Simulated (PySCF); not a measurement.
# C2H9BrOSi2: electronic excitations

Wanted: the electronic excitations of C2H9BrOSi2 (`OCC([SiH3])([SiH3])Br`), by calculation.

Programs: PySCF 2.14.0, with density-fitted response routines of our own. Each step states its level of theory. These are calculated values for one molecule in the gas phase, unless marked as measured. Atoms are numbered from 0 throughout.

## (1) Starting geometry

15 atoms, charge 0, multiplicity 1; geometry from: GFN2-xTB.

Bonds of the start (Å): O0–C1 1.40, C1–C2 1.51, C2–Si3 1.92, C2–Si4 1.90, C2–Br5 2.01, O0–H6 0.97, C1–H7 1.09, C1–H8 1.10, Si3–H9 1.46, Si3–H10 1.46, Si3–H11 1.46, Si4–H12 1.46, Si4–H13 1.46, Si4–H14 1.46.

## (2) Ultraviolet spectrum: PBE0/def2-SVPD

The job: settings as JSON, then the geometry in Å.

```
{"job": {"kind": "uv", "xc": "PBE0", "basis": "def2-SVPD", "nstates": 8, "ntriplets": 3}, "charge": 0, "multiplicity": 1}
O     -1.945539    -1.068649    -0.535641
C     -0.558703    -1.036840    -0.754306
C      0.147448    -0.124018     0.221992
Si    -0.933441     1.436583     0.490565
Si     1.996844     0.109594    -0.170170
Br     0.154333    -1.046609     2.002430
H     -2.107812    -1.491654     0.318006
H     -0.431779    -0.621558    -1.759151
H     -0.136556    -2.052342    -0.750553
H     -2.153833     1.093413     1.210996
H     -0.119702     2.338139     1.308414
H     -1.197611     2.001339    -0.828968
H      2.577112     0.889638     0.917503
H      2.100110     0.799974    -1.455655
H      2.604715    -1.219022    -0.237374
```

Method: TDDFT PBE0/def2-SVPD, vertical, gas phase, core orbitals frozen in the response.

Started as:

```bash
OMP_NUM_THREADS=1 python probes_run.py task.json out
```

One launch serves the whole session: the jobs run in the order shown.

What will the session give for the following? lowest singlet (PBE0/def2-SVPD); brightest single state of those computed; lowest triplet. Wanted: lowest singlet; brightest single state of those computed; lowest triplet.

As calculated:

| quantity | value |
| --- | --- |
| lowest singlet (PBE0/def2-SVPD) | 5.34 eV (232 nm), f = 0.006 |
| brightest single state of those computed | state 8, 7.28 eV, f = 0.064 |
| lowest triplet | 4.71 eV |

In words: The lowest singlet, at 5.34 eV, is HOMO→LUMO 0.98 and is weak; of the 8 states computed, the strongest absorption comes from state 8 at 7.28 eV (the last computed, so partners may be missing). The lowest triplet lies 0.63 eV below the lowest singlet (triplets in Tamm-Dancoff, singlets in full TDDFT).
